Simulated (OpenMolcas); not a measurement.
# CH4ClGa (SMILES [CH3][GaH][Cl]), step by step

Wanted: a single-point energy (HF/ANO-R0), then a single-point energy (CASSCF(2,2)/ANO-R1), then an energy scan (CASPT2(2,2)/ANO-R1), then the energy along one coordinate (SC-NEVPT2(2,2)/ANO-R1), then the energy along one coordinate (MC-PDFT[tPBE](2,2)/ANO-R1) of CH4ClGa. 

The results are computed with OpenMolcas 26.06.

## 1. The molecule

CH4ClGa has 7 atoms, charge 0, and is taken as a singlet. As SMILES, `[CH3][GaH][Cl]`. Geometry: relaxed at PBE0-D4/def2-TZVP.

Bond lengths: C1–Ga2 1.952 Å, Ga2–Cl3 2.160 Å, C1–H4 1.093 Å, C1–H5 1.089 Å, C1–H6 1.093 Å, Ga2–H7 1.560 Å. Angles: C1–Ga2–Cl3 116.2°, C1–Ga2–H7 130.1°, Cl3–Ga2–H7 113.7°, Ga2–C1–H4 110.2°, Ga2–C1–H5 110.9°, Ga2–C1–H6 109.9°, H4–C1–H5 109.3°, H4–C1–H6 107.4°, H5–C1–H6 109.1°.

## 2. The energy at HF/ANO-R0 (sfX2C) (run 1)

The input, geom.xyz:

```xyz
7

C     -0.730500     0.588300    -0.200700
Ga     0.846300    -0.538100     0.035700
Cl     0.865000    -1.794800     1.792800
H     -0.435900     1.637200    -0.283800
H     -1.418300     0.473600     0.636300
H     -1.245900     0.318700    -1.126000
H      2.119300    -0.684800    -0.854300
```

The input, step1.inp:

```
&gateway
 coord = geom.xyz
 basis = ANO-R0
 group = NoSym

&seward

&scf
 prorbitals = 0

&localisation
 occupied
 freeze
 pipek-mezey

&localisation
 fileorb = $Project.LocOrb
 virtual
 pipek-mezey
```

Launch:

```sh
$ export MOLCAS_MEM=1860
$ pymolcas step1.inp > step1.log
```

Standard output:

```text
--- Start Module: gateway ---
[...]
--- Stop Module: gateway /rc=_RC_ALL_IS_WELL_ ---
[...]
      Basis functions           36
[...]
       Convergence after  10 Iterations
[...]
::    Total SCF energy                              -2443.0338360998
[...]
      Total spin, S                                     0.0000000000
[...]
      Total electronic charge=   58.000000
      Total            charge=   -0.000000
[...]
      Dipole Moment (debye):
      Origin of the operator (angstrom)=    0.6573   -0.7591    0.5095
                   X= -1.3767E+00               Y=  9.6759E-01               Z= -1.7346E-01           Total=  1.6916E+00
      Quadrupole Moment (debye*angstrom):
[...]
--- Start Module: localisation ---
[...]
--- Stop Module: localisation /rc=_RC_ALL_IS_WELL_ ---
--- Start Module: localisation ---
[...]
--- Stop Module: localisation /rc=_RC_ALL_IS_WELL_ ---
[...]
```

Wall time 9.3 s (1 thread of Intel Xeon Platinum 8259CL at 2.50GHz (Skylake/Cascade Lake), shared host); peak memory 0.42 GiB.

## 3. The energy at CASSCF(2,2)/ANO-R1 (sfX2C, RICD fitting) (run 2)

geom.xyz is that of step 2.

The input, step2.inp:

```
&GATEWAY
 Coord
 geom.xyz
 Basis
 ANO-R0
 Group
 NoSym

&SEWARD

&RASSCF
 FileOrb
 $CurrDir/step1.LocOrb
 Alter
 2
 1 22 29
 1 30 32
 Spin
 1
 Nactel
 2 0 0
 Inactive
 28
 Ras2
 2
 OrbListing
 Nothing
>>> COPY $Project.RunFile RUNFIL1
>>> COPY $Project.RasOrb INPORB

&GATEWAY
 Coord
 geom.xyz
 Basis
 ANO-R1
 Group
 NoSym
 RICD

&SEWARD
>>> COPY $Project.RunFile RUNFIL2

&EXPBAS

&RASSCF
 FileOrb
 $Project.ExpOrb
 Spin
 1
 Nactel
 2 0 0
 Inactive
 28
 Ras2
 2
 OrbListing
 Nothing
 OrbAppear
 Compact
```

Launch:

```sh
$ export MOLCAS_MEM=1860
$ pymolcas step2.inp > step2.log
```

Standard output:

```text
--- Start Module: gateway ---
[...]
      Basis functions           36
[...]
      Number of active orbitals                  2
[...]
      Spin quantum number                      0.0
[...]
      Active orbitals                            2
[...]
      Number of CSFs                             3
[...]
      Number of root(s) required                 1
[...]
      Convergence after 14 iterations
[...]
      printout of CI-coefficients larger than  0.05 for root  1
      energy=   -2443.044693
      conf/sym  11     Coeff  Weight
             1  20   0.99562 0.99125
             3  02  -0.09354 0.00875
      Natural orbitals and occupation numbers for root  1
      sym 1:   1.982499   0.017501
      ************************************************************************************************************************
      *                                                    Final results                                                     *
[...]
::    RASSCF root number  1 Total energy:  -2443.04469259
[...]
      Basis functions           91
[...]
      Convergence after 14 iterations
[...]
      Natural orbitals and occupation numbers for root  1
      sym 1:   1.983280   0.016720
      ************************************************************************************************************************
      *                                                    Final results                                                     *
[...]
::    RASSCF root number  1 Total energy:  -2443.46848441
[...]
      Total electronic charge=   58.000000
      Total            charge=   -0.000000
[...]
      Dipole Moment (debye):
      Origin of the operator (angstrom)=    0.6573   -0.7591    0.5095
                   X= -6.2750E-01               Y=  1.7649E+00               Z= -1.9831E+00           Total=  2.7279E+00
      Quadrupole Moment (debye*angstrom):
[...]
```

It took 26 s on 1 thread of Intel Xeon Platinum 8259CL at 2.50GHz (Skylake/Cascade Lake), shared host; peak memory 0.42 GiB.

## 4. The energy along one coordinate at CASPT2(2,2)/ANO-R1 (sfX2C, RICD fitting, ipea shift 0.25 Eh, pt2 variant SS) (run 3)

The input, step3.input:

```
>>> EXPORT MOLCAS_PRINT=2
>>> COPY $CurrDir/step2.RasOrb $Project.RasOrb
>>> ForEach K in (1, 2, 3, 4, 5, 6, 7, 8, 9)

&GATEWAY
 COORD
 $CurrDir/point$K.xyz
 BASIS
 ANO-R1
 GROUP
 NoSym
 RICD

&SEWARD

&RASSCF
 FILEORB
 $Project.RasOrb
 SPIN
 1
 NACTEL
 2 0 0
 INACTIVE
 28
 RAS2
 2
 ORBLISTING
 Nothing
 ORBAPPEAR
 Compact

&CASPT2
 IMAGINARY
 0.2
 FROZEN
 15
>>> EndDo
```

Launch:

```sh
$ export MOLCAS_MEM=1860
$ pymolcas step3.input > step3.log
```

Standard output:

```text
[...]
      Basis functions           91
[...]
      Number of active orbitals                  2
[...]
      Spin quantum number                      0.0
[...]
      Active orbitals                            2
[...]
      Number of CSFs                             3
[...]
      Number of root(s) required                 1
[...]
      Convergence after 11 iterations
[...]
      printout of CI-coefficients larger than  0.05 for root  1
      energy=   -2443.457056
      conf/sym  11     Coeff  Weight
             1  20   0.99709 0.99419
             3  02  -0.07623 0.00581
      Natural orbitals and occupation numbers for root  1
      sym 1:   1.988378   0.011622
      ************************************************************************************************************************
      *                                                    Final results                                                     *
[...]
::    RASSCF root number  1 Total energy:  -2443.45705602
[...]
::    CASPT2 Root  1     Total energy:  -2444.19595852
[...]
      Convergence after 10 iterations
[...]
      Natural orbitals and occupation numbers for root  1
      sym 1:   1.983261   0.016739
      ************************************************************************************************************************
      *                                                    Final results                                                     *
[...]
      Convergence after 11 iterations
[...]
      Convergence after 12 iterations
[...]
      Convergence after 11 iterations
[...]
::    RASSCF root number  1 Total energy:  -2443.31706218
[...]
::    CASPT2 Root  1     Total energy:  -2444.04174201
[...]
      Convergence after 12 iterations
[...]
::    RASSCF root number  1 Total energy:  -2443.30681428
[...]
      Reference weight:           0.84894
[...]
::    CASPT2 Root  1     Total energy:  -2444.02938130
[...]
```

It took 2.7 min on 1 thread of Intel Xeon Platinum 8259CL at 2.50GHz (Skylake/Cascade Lake), shared host; peak memory 0.16 GiB.

The scan, from its lowest point:

```csv
H4–C1 (Å),energy (kJ/mol)
0.983,28.0
1.093,0.0
1.202,13.3
1.366,69.4
1.584,163.8
1.858,272.4
2.185,365.7
2.622,432.9
3.278,465.4
```

## 5. An energy scan at SC-NEVPT2(2,2)/ANO-R1 (sfX2C, RICD fitting, pt2 variant SC-NEVPT2) (run 4)

The input, step4.inp:

```
>>> EXPORT MOLCAS_PRINT=2
>>> COPY $CurrDir/step2.RasOrb $Project.RasOrb
>>> ForEach K in (1, 2, 3, 4, 5, 6, 7, 8, 9)

&GATEWAY
  Coord
  $CurrDir/point$K.xyz
  Basis
  ANO-R1
  Group
  NoSym
  RICD

&SEWARD

&RASSCF
  FileOrb
  $Project.RasOrb
  Spin
  1
  Nactel
  2 0 0
  Inactive
  28
  Ras2
  2
  OrbListing
  Nothing
  OrbAppear
  Compact

&CASPT2
  SC-NEVPT2
  Frozen
  15
>>> EndDo
```

Launch:

```sh
$ export MOLCAS_MEM=1860
$ pymolcas step4.inp > step4.log
```

Standard output:

```text
--- Start Module: gateway ---
[...]
      Basis functions           91
[...]
      Number of active orbitals                  2
[...]
      Spin quantum number                      0.0
[...]
      Active orbitals                            2
[...]
      Number of CSFs                             3
[...]
      Number of root(s) required                 1
[...]
      Convergence after 11 iterations
[...]
      printout of CI-coefficients larger than  0.05 for root  1
      energy=   -2443.457056
      conf/sym  11     Coeff  Weight
             1  20   0.99709 0.99419
             3  02  -0.07623 0.00581
      Natural orbitals and occupation numbers for root  1
      sym 1:   1.988378   0.011622
      ************************************************************************************************************************
      *                                                    Final results                                                     *
[...]
::    RASSCF root number  1 Total energy:  -2443.45705602
[...]
::    SC-NEVPT2 Root  1     Total energy:  -2444.19269502
[...]
      Convergence after 10 iterations
[...]
      Natural orbitals and occupation numbers for root  1
      sym 1:   1.983261   0.016739
      ************************************************************************************************************************
      *                                                    Final results                                                     *
[...]
      Convergence after 11 iterations
[...]
      Convergence after 12 iterations
[...]
      Convergence after 11 iterations
[...]
::    RASSCF root number  1 Total energy:  -2443.31706218
[...]
::    SC-NEVPT2 Root  1     Total energy:  -2444.03916357
[...]
      Convergence after 12 iterations
[...]
::    RASSCF root number  1 Total energy:  -2443.30681428
[...]
::    SC-NEVPT2 Root  1     Total energy:  -2444.02704192
[...]
```

Wall time 2.6 min (1 thread of Intel Xeon Platinum 8259CL at 2.50GHz (Skylake/Cascade Lake), shared host); peak memory 0.16 GiB.

The scan, from its lowest point:

```csv
H4–C1 (Å),energy (kJ/mol)
0.983,29.2
1.093,0.0
1.202,12.2
1.366,67.0
1.584,160.8
1.858,269.9
2.185,364.4
2.622,432.3
3.278,464.1
```

## 6. An energy scan at MC-PDFT[tPBE](2,2)/ANO-R1 (sfX2C, RICD fitting) (run 5)

The input, step5.inp:

```
>>> COPY $CurrDir/step2.RasOrb $Project.RasOrb
>>> ForEach K in (1, 2, 3, 4, 5, 6, 7, 8, 9)

&GATEWAY
 Coord=$CurrDir/point$K.xyz
 Basis=ANO-R1
 Group=NoSym
 RICD

&SEWARD

&RASSCF
 FileOrb=$Project.RasOrb
 Spin=1
 Nactel=2 0 0
 Inactive=28
 Ras2=2
 OrbListing=Nothing
 OrbAppear=Compact

&MCPDFT
 KSDFT=T:PBE
>>> EndDo
```

Launch:

```sh
$ export MOLCAS_MEM=1860
$ pymolcas step5.inp > step5.log
```

Standard output:

```text
--- Start Module: gateway ---
[...]
      Basis functions           91
[...]
      Number of active orbitals                  2
[...]
      Spin quantum number                      0.0
[...]
      Active orbitals                            2
[...]
      Number of CSFs                             3
[...]
      Number of root(s) required                 1
[...]
      Convergence after 11 iterations
[...]
      printout of CI-coefficients larger than  0.05 for root  1
      energy=   -2443.457056
      conf/sym  11     Coeff  Weight
             1  20   0.99709 0.99419
             3  02  -0.07623 0.00581
      Natural orbitals and occupation numbers for root  1
      sym 1:   1.988378   0.011622
      ************************************************************************************************************************
      *                                                    Final results                                                     *
[...]
::    RASSCF root number  1 Total energy:  -2443.45705602
[...]
::    MCPDFT root number  1 Total energy:  -2445.57853550
[...]
      Convergence after 10 iterations
[...]
      Natural orbitals and occupation numbers for root  1
      sym 1:   1.983261   0.016739
      ************************************************************************************************************************
      *                                                    Final results                                                     *
[...]
      Convergence after 11 iterations
[...]
      Convergence after 12 iterations
[...]
      Convergence after 11 iterations
[...]
::    RASSCF root number  1 Total energy:  -2443.31706218
[...]
::    MCPDFT root number  1 Total energy:  -2445.41606524
[...]
      Convergence after 12 iterations
[...]
::    RASSCF root number  1 Total energy:  -2443.30681428
[...]
::    MCPDFT root number  1 Total energy:  -2445.40289126
[...]
```

Wall time 2.8 min (1 thread of Intel Xeon Platinum 8259CL at 2.50GHz (Skylake/Cascade Lake), shared host); peak memory 0.16 GiB.

The scan, from its lowest point:

```csv
H4–C1 (Å),energy (kJ/mol)
0.983,28.1
1.093,0.0
1.202,12.9
1.366,68.6
1.584,164.1
1.858,277.1
2.185,378.6
2.622,454.6
3.278,489.2
```

## 7. Results

```
                                                   quantity           value
                             run 1, HF/ANO-R0: total energy  -2443.03384 Eh
                            run 1, HF/ANO-R0: dipole moment          1.69 D
                              run 1, HF/ANO-R0: HOMO energy       -11.41 eV
                              run 1, HF/ANO-R0: LUMO energy         0.40 eV
                            run 1, HF/ANO-R0: HOMO–LUMO gap        11.81 eV
                    run 2, CASSCF(2,2)/ANO-R1: total energy  -2443.46848 Eh
  run 2, CASSCF(2,2)/ANO-R1: dipole moment (CASSCF density)          2.73 D
       run 3, CASPT2(2,2)/ANO-R1: lowest energy of the scan  -2444.20664 Eh
    run 4, SC-NEVPT2(2,2)/ANO-R1: lowest energy of the scan  -2444.20382 Eh
run 5, MC-PDFT[tPBE](2,2)/ANO-R1: lowest energy of the scan  -2445.58923 Eh
```

Mulliken charges (run 2, CASSCF(2,2)/ANO-R1) run from -0.44 on C1 to +0.71 on Ga2; they depend strongly on the basis.
